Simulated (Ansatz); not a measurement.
**CH6BNSi: how energies converge with the basis set**

Aim: see how fast density functionals converge with the basis set for CH6BNSi.

Method: one geometry, several basis sets; program: Ansatz 0.2.0, Gaussian basis.

The runs, in order: PBE0-D4/def2-SVP; ωB97M-V/def2-SVP; PBE0-D4/def2-QZVPP; ωB97M-V/def2-QZVPP; the functionals' def2-TZVPP values are taken from earlier runs.

## 1. The relaxed structure

All runs share one geometry, relaxed beforehand with PBE0-D4 in a triple-zeta def2 set.

SMILES `CN1B[SiH2]1`, 10 atoms, charge 0, spin multiplicity 1.

Atoms are counted from 1 here; the program's logs count them from 0.

Bond lengths: C1–N2 1.438 Å, C1–H5 1.093 Å, C1–H6 1.093 Å, C1–H7 1.092 Å, N2–B3 1.375 Å, N2–Si4 1.759 Å, B3–Si4 1.924 Å, B3–H8 1.189 Å, Si4–H9 1.487 Å, Si4–H10 1.487 Å. Angles: N2–C1–H5 110.5°, N2–C1–H6 110.5°, N2–C1–H7 110.5°, H5–C1–H6 107.8°, H5–C1–H7 108.8°, H6–C1–H7 108.8°, C1–N2–B3 139.2°, C1–N2–Si4 146.2°, B3–N2–Si4 74.6°, N2–B3–Si4 61.8°, N2–B3–H8 135.8°, Si4–B3–H8 162.3°, N2–Si4–B3 43.5°, N2–Si4–H9 114.9°, N2–Si4–H10 114.9°, B3–Si4–H9 125.4°, B3–Si4–H10 125.4°, H9–Si4–H10 109.2°.

## 2. PBE0-D4 in def2-SVP

in.yaml

```yaml
crystal:
  periodic: [false, false, false]
  atoms:
    - {symbol: C, position_ang: [0.084423, 1.444319, 0.063587]}
    - {symbol: N, position_ang: [-0.032051, 0.014303, 0.158811]}
    - {symbol: B, position_ang: [-0.339322, -0.943981, 1.095096]}
    - {symbol: Si, position_ang: [0.091999, -1.522780, -0.688298]}
    - {symbol: H, position_ang: [-0.613903, 1.835770, -0.680921]}
    - {symbol: H, position_ang: [1.094437, 1.725624, -0.245990]}
    - {symbol: H, position_ang: [-0.130943, 1.911367, 1.027337]}
    - {symbol: H, position_ang: [-0.641221, -0.946935, 2.245035]}
    - {symbol: H, position_ang: [-0.885936, -1.709503, -1.793383]}
    - {symbol: H, position_ang: [1.455515, -1.859183, -1.178274]}
basis:
  gaussian: {orbitals: def2-SVP}
hamiltonian: {xc: pbe0, dispersion: d4}
output: {orbitals: {seedname: orbitals}}
```

Command:

```bash
$ ansatz run in.yaml --threads 2 --pin off --events-out ev --progress --plain --max-ram 4352MiB
```

The runs that follow: ωB97M-V in def2-SVP; PBE0-D4 in def2-QZVPP; ωB97M-V in def2-QZVPP.

**Question.** What will the summary of the whole plan be? Wanted: PBE0-D4: double and triple zeta above quadruple; ωB97M-V: double and triple zeta above quadruple.

**Answer**, as computed:

| quantity | value |
| --- | --- |
| PBE0-D4: double and triple zeta above quadruple | 6.84, 0.46 eV |
| ωB97M-V: double and triple zeta above quadruple | 7.00, 0.43 eV |

What this shows: PBE0-D4 gains 6.38 eV from double to triple zeta, then 0.46 eV more. Total energies overstate the basis error of differences, where much of it tends to cancel. The LUMO of ωB97M-V is positive and keeps falling with the basis (2.11 to 1.38 eV): an unbound level that the basis holds in place.
